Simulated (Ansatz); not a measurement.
# C2H3CuFN: small, medium and large basis sets

An exercise on one series of results from a longer session: the logs are not shown, and one member is left open.

Program: Ansatz 0.2.0, Gaussian basis. Level of theory: one geometry, several basis sets. These are calculated values, not measurements.

Levels to be run: PBE0-D4/def2-SVP; ωB97M-V/def2-SVP; PBE0-D4/def2-QZVPP; ωB97M-V/def2-QZVPP; the functionals' def2-TZVPP values are taken from earlier runs.

## The geometry

All runs share one geometry, relaxed beforehand with PBE0-D4 in a triple-zeta def2 set.

SMILES `CC#[N+][Cu-][F]`, 8 atoms, charge 0, spin multiplicity 1.

Atoms are counted from 1 here; the program's logs count them from 0.

Bond lengths: C1–C2 1.443 Å, C1–H6 1.091 Å, C1–H7 1.091 Å, C1–H8 1.091 Å, C2–N3 1.147 Å, N3–Cu4 1.805 Å, Cu4–F5 1.760 Å. Angles: C2–C1–H6 109.8°, C2–C1–H7 109.9°, C2–C1–H8 109.9°, H6–C1–H7 109.1°, H6–C1–H8 109.1°, H7–C1–H8 109.1°, C1–C2–N3 180.0°, C2–N3–Cu4 179.9°, N3–Cu4–F5 179.9°.

Set-up of the first run:

Contents of in.yaml:

```yaml
crystal:
  periodic: [false, false, false]
  atoms:
    - {symbol: C, position_ang: [0.626297, -1.191242, 1.011830]}
    - {symbol: C, position_ang: [0.091589, -0.170651, 0.143256]}
    - {symbol: N, position_ang: [-0.334018, 0.640454, -0.546441]}
    - {symbol: Cu, position_ang: [-1.007835, 1.917912, -1.629525]}
    - {symbol: F, position_ang: [-1.666480, 3.163490, -2.684094]}
    - {symbol: H, position_ang: [0.225926, -1.066842, 2.019483]}
    - {symbol: H, position_ang: [0.350168, -2.178490, 0.637422]}
    - {symbol: H, position_ang: [1.714353, -1.114631, 1.048068]}
basis:
  gaussian: {orbitals: def2-SVP}
hamiltonian: {xc: pbe0, dispersion: d4}
output: {orbitals: {seedname: orbitals}}
```

Started as:

```bash
> ansatz run in.yaml --threads 2 --pin off --events-out ev --progress --plain --max-ram 32768MiB --backend cpu
```

Among the steps run: PBE0-D4 in def2-SVP; ωB97M-V in def2-SVP; PBE0-D4 in def2-QZVPP; ωB97M-V in def2-QZVPP.

One of the session's tables, all rows but one given; the rest of the session is left out.

```
functional       basis  HOMO (eV)
   PBE0-D4    def2-SVP      -6.19
   PBE0-D4  def2-TZVPP      -6.61
   PBE0-D4  def2-QZVPP      -6.61
   ωB97M-V    def2-SVP          ?
   ωB97M-V  def2-TZVPP      -9.06
   ωB97M-V  def2-QZVPP      -9.06
```

Estimate the missing values for ωB97M-V, def2-SVP.

**Answer.** HOMO (eV): -8.56. In the column «HOMO (eV)» it lies between ωB97M-V, def2-QZVPP (-9.06) and PBE0-D4, def2-TZVPP (-6.61).
